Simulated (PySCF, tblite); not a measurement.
# Si₃₇H₃₆O₂: electronic excitations, NMR shifts, part 2 of 2

tblite 0.8.0 and PySCF 2.14.0. Atoms count from 0.

## 4. NMR shifts: GIAO KT3/pcSseg-1

Job settings and geometry (Å):

```
{"job": {"kind": "nmr", "xc": "KT3", "basis": "pcSseg-1", "pop": false}, "charge": 0, "multiplicity": 1}
Si    -0.604578     0.459609     0.387195
Si     2.106763    -2.288681     0.293615
Si    -0.511688    -2.302162    -2.254505
Si     2.088548     0.410634    -2.235451
Si     0.673508    -0.828208    -3.621257
Si     0.830988    -3.788191    -1.022990
Si    -1.972037    -1.016873    -0.962156
Si     1.788082    -1.963243    -5.304624
Si    -0.623319    -5.030847     0.329254
Si     2.101564    -4.880241    -2.650195
Si    -3.403734    -2.303151     0.423823
Si    -3.218773     0.336285    -2.430536
Si    -0.716487     0.475584     5.792868
Si    -0.742440    -2.253654     3.051493
Si     2.082470     0.527127     3.071405
Si     0.784183    -0.968005     1.753005
Si    -1.987774    -3.691860     1.675318
Si    -2.053330    -0.822357     4.384802
Si    -3.397564     0.501067     2.979020
Si    -4.700699    -0.640877     1.417234
Si    -0.668254     5.910177     0.156226
Si     2.143549     3.233232     0.486053
Si    -0.582529     3.059176    -2.476183
Si     0.812065     1.890813    -0.956774
Si    -1.643944     1.422130    -3.751004
Si    -1.931306     4.471824    -1.174668
Si    -3.321394     3.150110     0.181011
Si    -4.559093     1.548067    -0.967406
Si    -0.523928     3.266701     3.063865
Si     0.687789     4.682924     1.628308
Si     0.682576     1.809813     4.467331
Si    -1.986841     1.940871     1.733636
Si     4.861957     0.419435     0.327253
Si     4.665927    -2.257967    -2.657010
Si     3.191935    -3.384414    -4.080518
Si     3.570267    -0.978760    -1.037527
Si     3.531034     1.773207     1.698724
O     -0.491374     0.278722    -4.024836
O     -4.900590     0.436123     0.192413
H      2.961289    -3.101523     1.193107
H     -1.346842    -3.169152    -3.125463
H      2.958801     1.257275    -3.093367
H      0.946152    -2.750594    -6.224449
H      2.596302    -1.126122    -6.209753
H     -1.461612    -5.881427    -0.536928
H      0.122215    -6.008659     1.141955
H      1.223497    -5.802139    -3.391199
H      3.087991    -5.767919    -2.010096
H     -4.237037    -3.179040    -0.436097
H     -4.063708    -0.544473    -3.279758
H      0.064950    -0.368270     6.715552
H     -1.516822     1.284235     6.729867
H      0.072767    -3.077536     3.974017
H      2.922046    -0.302060     3.965655
H     -2.821931    -4.556031     2.544384
H     -2.938145    -1.656155     5.231681
H     -4.249159     1.337583     3.860292
H     -6.102122    -0.949253     1.752754
H      0.141000     6.833190    -0.660319
H     -1.540134     6.841532     0.894392
H      3.010649     4.076636    -0.368295
H      0.293297     3.921804    -3.306505
H     -2.019192     1.751187    -5.134796
H     -2.771021     5.294282    -2.076805
H     -4.200710     4.069163     0.944859
H     -5.912603     1.896593    -1.428632
H     -1.361526     4.119771     3.936890
H      1.480615     5.627808     2.448236
H      1.532116     2.633475     5.359416
H      5.820117    -0.362863     1.128413
H      5.740986     1.255881    -0.510292
H      5.579799    -1.382141    -3.409174
H      5.564497    -3.226803    -2.004772
H      3.984747    -4.170827    -5.052415
H      4.396005     2.598326     2.576379
```

With the program's defaults for keys left out, this is: GIAO KT3/pcSseg-1 NMR shielding, non-relativistic, gas phase.

The program printed:

```text
start: PBE on a coarse grid of 78517 points
cycle   1  E = -10877.5676324875  dE =  3.868e+00  |g| = 1.347e+00  |ddm| = 1.004e+01
cycle   2  E = -10871.7355464286  dE =  5.832e+00  |g| = 4.717e+00  |ddm| = 1.585e+01
cycle   3  E = -10877.7221118445  dE = -5.987e+00  |g| = 6.405e-01  |ddm| = 1.567e+01
cycle   4  E = -10877.6446262730  dE =  7.749e-02  |g| = 7.793e-01  |ddm| = 3.856e+00
cycle   5  E = -10877.8834158030  dE = -2.388e-01  |g| = 2.253e-01  |ddm| = 2.382e+00
cycle   6  E = -10877.8982624046  dE = -1.485e-02  |g| = 9.200e-02  |ddm| = 7.035e-01
cycle   7  E = -10877.9008494900  dE = -2.587e-03  |g| = 3.950e-02  |ddm| = 2.894e-01
cycle   8  E = -10877.9013240701  dE = -4.746e-04  |g| = 1.723e-02  |ddm| = 1.302e-01
cycle   9  E = -10877.9014052131  dE = -8.114e-05  |g| = 7.989e-03  |ddm| = 5.733e-02
final grid: 579876 points
cycle  10  E = -10971.5870337137  dE = -1.969e-01  |g| = 7.573e-01  |ddm| = 2.200e+00
cycle  11  E = -10971.5703226723  dE =  1.671e-02  |g| = 5.738e-01  |ddm| = 1.586e+00
cycle  12  E = -10971.5709086746  dE = -5.860e-04  |g| = 4.800e-01  |ddm| = 1.689e+00
cycle  13  E = -10971.6211625127  dE = -5.025e-02  |g| = 5.513e-02  |ddm| = 8.927e-01
cycle  14  E = -10971.6221806932  dE = -1.018e-03  |g| = 1.804e-02  |ddm| = 1.823e-01
cycle  15  E = -10971.6222741578  dE = -9.346e-05  |g| = 9.062e-03  |ddm| = 5.910e-02
cycle  16  E = -10971.6222989932  dE = -2.484e-05  |g| = 3.206e-03  |ddm| = 2.883e-02
cycle  17  E = -10971.6223106231  dE = -1.163e-05  |g| = 1.131e-03  |ddm| = 9.885e-03
cycle  18  E = -10971.6223090208  dE =  1.602e-06  |g| = 3.782e-04  |ddm| = 3.309e-03
cycle  19  E = -10971.6223055542  dE =  3.467e-06  |g| = 1.268e-04  |ddm| = 1.142e-03
cycle  20  E = -10971.6223039988  dE =  1.555e-06  |g| = 4.739e-05  |ddm| = 3.854e-04
converged SCF energy = -10971.6223039988

GIAO shielding tensors (ppm)
atom      isotropic    diamagn.    paramagn.     s11        s22        s33       span
  0 Si     445.962     872.686    -426.724    428.913    443.613    465.359     36.446
  1 Si     452.079     877.976    -425.897    420.235    463.692    472.310     52.075
  2 Si     459.638     881.477    -421.840    440.368    459.201    479.344     38.976
  3 Si     459.788     880.729    -420.942    435.117    469.424    474.821     39.704
  4 Si     372.807     881.207    -508.401    306.381    327.273    484.766    178.385
  5 Si     479.736     883.338    -403.602    449.751    490.034    499.423     49.673
  6 Si     448.277     879.165    -430.888    403.174    424.582    517.075    113.901
  7 Si     453.020     883.576    -430.556    436.319    439.354    483.387     47.068
  8 Si     459.546     882.093    -422.547    442.643    454.091    481.904     39.261
  9 Si     454.515     882.860    -428.345    430.521    450.217    482.807     52.286
 10 Si     460.123     883.347    -423.224    440.201    451.571    488.596     48.395
 11 Si     463.458     884.416    -420.957    444.426    456.412    489.537     45.111
 12 Si     457.714     883.044    -425.331    427.000    460.916    485.225     58.225
 13 Si     456.903     880.273    -423.370    435.509    457.019    478.181     42.672
 14 Si     456.806     879.963    -423.157    434.271    456.915    479.232     44.961
 15 Si     450.958     876.091    -425.133    439.672    455.207    457.996     18.325
 16 Si     470.457     881.961    -411.504    458.483    467.840    485.048     26.565
 17 Si     469.801     882.385    -412.584    457.534    468.610    483.259     25.725
 18 Si     464.277     882.740    -418.463    451.921    460.218    480.691     28.770
 19 Si     375.829     882.075    -506.246    307.660    359.153    460.675    153.014
 20 Si     460.229     883.173    -422.944    432.605    462.688    485.393     52.788
 21 Si     455.474     880.760    -425.286    439.306    443.480    483.636     44.330
 22 Si     466.587     882.371    -415.784    454.866    461.682    483.215     28.349
 23 Si     452.937     877.814    -424.877    420.038    451.508    487.265     67.228
 24 Si     368.758     880.834    -512.076    292.768    355.254    458.253    165.484
 25 Si     484.011     882.887    -398.876    477.030    481.098    493.905     16.875
 26 Si     465.625     882.855    -417.230    455.496    458.649    482.731     27.235
 27 Si     371.144     881.963    -510.819    303.643    358.893    450.895    147.252
 28 Si     455.053     880.923    -425.869    438.419    446.292    480.449     42.031
 29 Si     466.460     882.753    -416.293    443.687    469.125    486.570     42.883
 30 Si     463.846     882.220    -418.373    445.862    468.028    477.648     31.786
 31 Si     443.120     879.519    -436.399    417.080    424.764    487.516     70.436
 32 Si     454.690     881.894    -427.205    438.377    443.337    482.355     43.977
 33 Si     455.075     882.658    -427.584    431.011    451.274    482.939     51.928
 34 Si     475.487     883.617    -408.130    450.193    478.664    497.603     47.410
 35 Si     477.162     882.680    -405.518    452.317    484.297    494.872     42.555
 36 Si     465.810     881.309    -415.499    453.422    463.748    480.260     26.838
 37 O      290.315     408.520    -118.204    160.407    337.467    373.073    212.666
 38 O      293.661     410.505    -116.844    136.027    359.161    385.794    249.767
 39 H       27.135      32.630      -5.495     24.376     25.151     31.877      7.502
 40 H       27.299      34.949      -7.650     23.962     25.817     32.117      8.156
 41 H       27.248      34.168      -6.919     23.864     25.989     31.892      8.028
 42 H       27.465      30.561      -3.096     23.969     24.584     33.841      9.873
 43 H       27.501      30.505      -3.004     23.963     24.653     33.889      9.926
 44 H       27.704      30.680      -2.976     23.834     25.237     34.040     10.206
 45 H       27.613      30.020      -2.407     23.689     24.958     34.191     10.502
 46 H       27.956      30.452      -2.497     23.571     25.650     34.646     11.075
 47 H       27.822      30.160      -2.338     23.885     25.175     34.407     10.522
 48 H       27.220      32.865      -5.645     23.706     24.447     33.508      9.802
 49 H       27.197      32.624      -5.428     23.748     24.175     33.666      9.918
 50 H       27.597      30.272      -2.675     24.008     24.564     34.219     10.211
 51 H       27.647      30.489      -2.841     24.030     24.278     34.634     10.604
 52 H       27.340      31.865      -4.525     23.754     25.225     33.041      9.287
 53 H       27.266      31.731      -4.465     23.751     25.082     32.965      9.213
 54 H       27.695      31.474      -3.780     23.098     24.766     35.219     12.121
 55 H       27.808      31.337      -3.529     23.365     24.837     35.222     11.857
 56 H       27.312      32.876      -5.564     23.683     24.379     33.874     10.191
 57 H       25.191      28.024      -2.833     20.894     23.171     31.508     10.614
 58 H       27.628      30.137      -2.509     24.020     24.427     34.436     10.416
 59 H       27.649      30.326      -2.676     24.074     24.357     34.517     10.443
 60 H       27.245      32.403      -5.157     23.433     25.246     33.058      9.625
 61 H       27.360      32.334      -4.974     23.563     25.016     33.502      9.939
 62 H       25.294      27.958      -2.664     20.792     23.650     31.439     10.647
 63 H       28.149      31.258      -3.109     23.675     24.686     36.087     12.412
 64 H       27.377      32.849      -5.472     23.522     24.558     34.051     10.530
 65 H       25.314      28.124      -2.810     21.190     23.277     31.474     10.284
 66 H       27.287      32.954      -5.668     23.361     24.913     33.586     10.225
 67 H       27.498      31.605      -4.107     22.907     24.684     34.904     11.998
 68 H       27.515      31.274      -3.759     23.041     24.774     34.729     11.688
 69 H       27.534      30.120      -2.587     23.489     24.975     34.137     10.649
 70 H       27.601      30.526      -2.925     23.748     25.220     33.836     10.089
 71 H       27.997      30.270      -2.272     23.560     25.774     34.658     11.097
 72 H       27.865      30.185      -2.320     23.892     25.333     34.370     10.479
 73 H       27.759      29.301      -1.542     23.186     23.793     36.298     13.111
 74 H       27.503      31.156      -3.653     22.902     24.827     34.780     11.878
```

Wall time 37 s (8 threads of AMD EPYC 9R45, shared host); peak memory 4.6 GiB.

Shifts follow as δ = σ(reference) − σ, with reference shieldings (ppm) from runs at the same level and on the same kind of geometry: 1H TMS 31.76, 29Si TMS 361.7, 17O H2O 330.8. The references are single molecules in the gas phase, so shifts against H2O, NH3, PH3, H3PO4 or CFCl3 are not on the usual liquid scales and can be off by tens of ppm.

| atoms | environment | σ (ppm) | δ (ppm) |
| --- | --- | --- | --- |
| H57 | hydrogen on a silicon bonded to O, 2 Si | 25.19 | 6.57 |
| H62 | hydrogen on a silicon bonded to O, 2 Si | 25.29 | 6.47 |
| H65 | hydrogen on a silicon bonded to O, 2 Si | 25.31 | 6.45 |
| H39 | hydrogen on a silicon bonded to 3 Si | 27.13 | 4.63 |
| H49 | hydrogen on a silicon bonded to 3 Si | 27.20 | 4.56 |
| H48 | hydrogen on a silicon bonded to 3 Si | 27.22 | 4.54 |
| H60 | hydrogen on a silicon bonded to 3 Si | 27.25 | 4.51 |
| H41 | hydrogen on a silicon bonded to 3 Si | 27.25 | 4.51 |
| H53 | hydrogen on a silicon bonded to 3 Si | 27.27 | 4.49 |
| H66 | hydrogen on a silicon bonded to 3 Si | 27.29 | 4.47 |
| H40 | hydrogen on a silicon bonded to 3 Si | 27.30 | 4.46 |
| H56 | hydrogen on a silicon bonded to 3 Si | 27.31 | 4.45 |
| H52 | hydrogen on a silicon bonded to 3 Si | 27.34 | 4.42 |
| H61 | hydrogen on a silicon bonded to 3 Si | 27.36 | 4.40 |
| H64 | hydrogen on a silicon bonded to 3 Si | 27.38 | 4.38 |
| H42 | hydrogen on a silicon bonded to 2 Si | 27.46 | 4.30 |
| H67 | hydrogen on a silicon bonded to 3 Si | 27.50 | 4.26 |
| H43 | hydrogen on a silicon bonded to 2 Si | 27.50 | 4.26 |
| H74 | hydrogen on a silicon bonded to 3 Si | 27.50 | 4.26 |
| H68 | hydrogen on a silicon bonded to 3 Si | 27.51 | 4.25 |
| H69 | hydrogen on a silicon bonded to 2 Si | 27.53 | 4.23 |
| H50 | hydrogen on a silicon bonded to 2 Si | 27.60 | 4.16 |
| H70 | hydrogen on a silicon bonded to 2 Si | 27.60 | 4.16 |
| H45 | hydrogen on a silicon bonded to 2 Si | 27.61 | 4.15 |
| H58 | hydrogen on a silicon bonded to 2 Si | 27.63 | 4.13 |
| H51 | hydrogen on a silicon bonded to 2 Si | 27.65 | 4.11 |
| H59 | hydrogen on a silicon bonded to 2 Si | 27.65 | 4.11 |
| H54 | hydrogen on a silicon bonded to 3 Si | 27.69 | 4.07 |
| H44 | hydrogen on a silicon bonded to 2 Si | 27.70 | 4.06 |
| H73 | hydrogen on a silicon bonded to 3 Si | 27.76 | 4.00 |
| H55 | hydrogen on a silicon bonded to 3 Si | 27.81 | 3.95 |
| H47 | hydrogen on a silicon bonded to 2 Si | 27.82 | 3.94 |
| H72 | hydrogen on a silicon bonded to 2 Si | 27.87 | 3.89 |
| H46 | hydrogen on a silicon bonded to 2 Si | 27.96 | 3.80 |
| H71 | hydrogen on a silicon bonded to 2 Si | 28.00 | 3.76 |
| H63 | hydrogen on a silicon bonded to 3 Si | 28.15 | 3.61 |
| Si24 | silicon bonded to O, 2 Si, H | 368.8 | -7.1 |
| Si27 | silicon bonded to O, 2 Si, H | 371.1 | -9.5 |
| Si4 | silicon bonded to O, 3 Si | 372.8 | -11.1 |
| Si19 | silicon bonded to O, 2 Si, H | 375.8 | -14.2 |

Ring of atoms Si0, Si1, Si2, Si5, Si6, Si15: NICS(0) -0.1, NICS(1) -0.2, NICS(1)zz 1.8 ppm (means of both faces).

Ring of atoms Si0, Si1, Si3, Si15, Si23, Si35: NICS(0) -0.1, NICS(1) -0.2, NICS(1)zz 2.0 ppm (means of both faces).

Ring of atoms Si0, Si2, Si3, Si4, Si6, Si23: NICS(0) 0.1, NICS(1) -0.2, NICS(1)zz 2.0 ppm (means of both faces).

## 5. Summary of results

This closing draws on all 2 parts.

| quantity | value |
| --- | --- |
| lowest singlet (PBE0/6-31G*) | 3.62 eV (342 nm), f = 0.006 |
| brightest single state of those computed | state 4, 3.97 eV, f = 0.009 |
| lowest triplet | 3.45 eV |
| 1H shifts against TMS (KT3/pcSseg-1) | 6.57, 6.47, 6.45, 4.63, 4.56, 4.54, 4.51, 4.51, 4.49, 4.47, 4.46, 4.45, 4.42, 4.40 ppm and more |
| 29Si shifts against TMS (KT3/pcSseg-1) | -7.1, -9.5, -11.1, -14.2, -81.4, -84.3, -86.6, -89.3, -90.4, -91.3, -91.3, -92.8, -93.0, -93.4 ppm and more |
| 17O shifts against H2O (KT3/pcSseg-1) | 40.5, 37.1 ppm |

In words: The first singlet state (HOMO→LUMO 0.95) lies at 3.62 eV and is weak; of the 6 states computed, the strongest absorption comes from state 4 at 3.97 eV. The lowest triplet lies 0.17 eV below the lowest singlet. At KT3/pcSseg-1: The widest tensor belongs to O38: span 250 ppm, with a paramagnetic part of -117 ppm.
